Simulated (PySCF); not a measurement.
The system is C2GeH4, in a box.

```
C Ge H
1.0
    13.00000    0.00000    0.00000
     0.00000   14.00000    0.00000
     0.00000    0.00000   12.00000
C Ge H
2 1 4
Direct
  0.41129 0.40084 0.53137
  0.44819 0.47912 0.52303
  0.50783 0.60323 0.51611
  0.37418 0.33503 0.53914
  0.48304 0.64652 0.39908
  0.46401 0.67026 0.60797
  0.62322 0.59860 0.52889
```

The cell isn't the ideal one: atoms moved at random, drawn with an rms of 0.05 Å.

Base run:

| Property | Result |
| --- | --- |
| Program | PySCF 2.14.0 |
| Functional | SOGGA11 |
| Potentials or basis | def2-svp (all-electron) |
| k mesh | 1 × 1 × 1 |
| Occupations | fixed |
| Spin | no spin polarisation |

Its results: gap between the frontier levels 6.13 eV.

The run is repeated on the same cell with these changes: functional from SOGGA11 to PBE. What comes out?

Gap between the frontier levels 6.24 eV.

Caveats: this is a molecule in a periodic box at the Γ point, so its band gap is the HOMO-LUMO gap; relativity is left out, which matters for the heavier elements; the basis of atomic orbitals isn't converged, which shifts pressures, moduli and gaps.

